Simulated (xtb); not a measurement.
**GFN2-xTB (GBSA toluene, surface grid vtight) run of Zr2NHCl6 ([(Cl)3Zr]2NH)**

We compute a structure relaxation of Zr2NHCl6 ([(Cl)3Zr]2NH). 

The calculation is run with xtb 6.7.1.

**1. The system as given**

The species is Zr2NHCl6 (10 atoms), meant as a singlet with charge 0. Geometry: optimised at GFN2-xTB. The run starts from this shape.

Bond lengths: Zr1–Cl2 2.272 Å, Zr1–Cl3 2.273 Å, Zr1–Cl4 2.348 Å, Zr1–N5 1.966 Å, Zr1–Zr6 3.272 Å, Cl4–Zr6 2.865 Å, N5–Zr6 2.060 Å, Zr6–Cl7 2.284 Å, Zr6–Cl8 2.285 Å, Zr6–Cl9 2.301 Å, N5–H10 1.032 Å. Some angles: Cl2–Zr1–Cl3 101.8°, Cl2–Zr1–Cl4 108.2°, Cl2–Zr1–N5 121.2°, Cl2–Zr1–Zr6 129.0°, Cl3–Zr1–Cl4 108.3°, Cl3–Zr1–N5 121.0°, Cl3–Zr1–Zr6 129.1°, Cl4–Zr1–N5 95.2°, Cl4–Zr1–Zr6 58.6°, N5–Zr1–Zr6 36.6°.

**2. A structure relaxation at GFN2-xTB (GBSA toluene, surface grid vtight)**

The input, detailed.inp:

```
$gbsa
   gbsagrid=vtight
$end
```

The input, struc.tmol:

```
$coord
      3.366622680066      0.414020096644     -0.397258225919  zr
      5.551542922619      3.975794793600     -1.384526742468  cl
      6.512789910433     -2.492624347426     -0.086228203067  cl
      1.572365519256      0.957391946519      3.623360871357  cl
      0.161325919259     -0.411336685547     -2.086125360758  n
     -2.703990214466     -0.292302836957      0.545715110269  zr
     -4.520205992844      3.298082313526      2.109425683875  cl
     -3.582977424074     -3.301030286280      3.515929941172  cl
     -6.162718145846     -1.306972382314     -1.885001809314  cl
     -0.194755174404     -0.841041509026     -3.955329059670  h
$end
```

The run is started by

```bash
$ xtb struc.tmol --gfn 2 -I detailed.inp -o --gbsa toluene > run.log 2> xtb.err
```

**Question.** What will come out? Wanted: total energy at the end; dipole moment; HOMO energy; LUMO energy; HOMO–LUMO gap; dispersion energy; solvent term in the energy; mean polarisability.

Answer, from the run:

Level: GFN2-xTB (GBSA toluene, surface grid vtight).

| quantity | value |
| --- | --- |
| total energy at the end | -34.41045 Eh |
| dipole moment | 5.55 D |
| HOMO energy | -11.61 eV |
| LUMO energy | -9.49 eV |
| HOMO–LUMO gap | 2.12 eV |
| dispersion energy | -35.93 kJ/mol |
| solvent term in the energy | -30.9 kJ/mol |
| mean polarisability (D4 model) | 154.7 bohr³ |

In words: At the final geometry: Bond lengths: Zr1–Cl2 2.274 Å, Zr1–Cl3 2.274 Å, Zr1–Cl4 2.359 Å, Zr1–N5 1.980 Å, Zr1–Zr6 3.285 Å, Cl4–Zr6 2.834 Å, N5–Zr6 2.051 Å, Zr6–Cl7 2.297 Å, Zr6–Cl8 2.297 Å, Zr6–Cl9 2.308 Å, N5–H10 1.036 Å. Some angles: Cl2–Zr1–Cl3 101.6°, Cl2–Zr1–Cl4 107.6°, Cl2–Zr1–N5 122.3°, Cl2–Zr1–Zr6 128.9°, Cl3–Zr1–Cl4 107.7°, Cl3–Zr1–N5 122.2°, Cl3–Zr1–Zr6 129.2°, Cl4–Zr1–N5 93.7°, Cl4–Zr1–Zr6 57.5°, N5–Zr1–Zr6 36.2°. The optimisation took 6 steps and changed the energy by -0.005 eV. Mulliken charges run from -0.63 on N5 to +1.16 on Zr6.
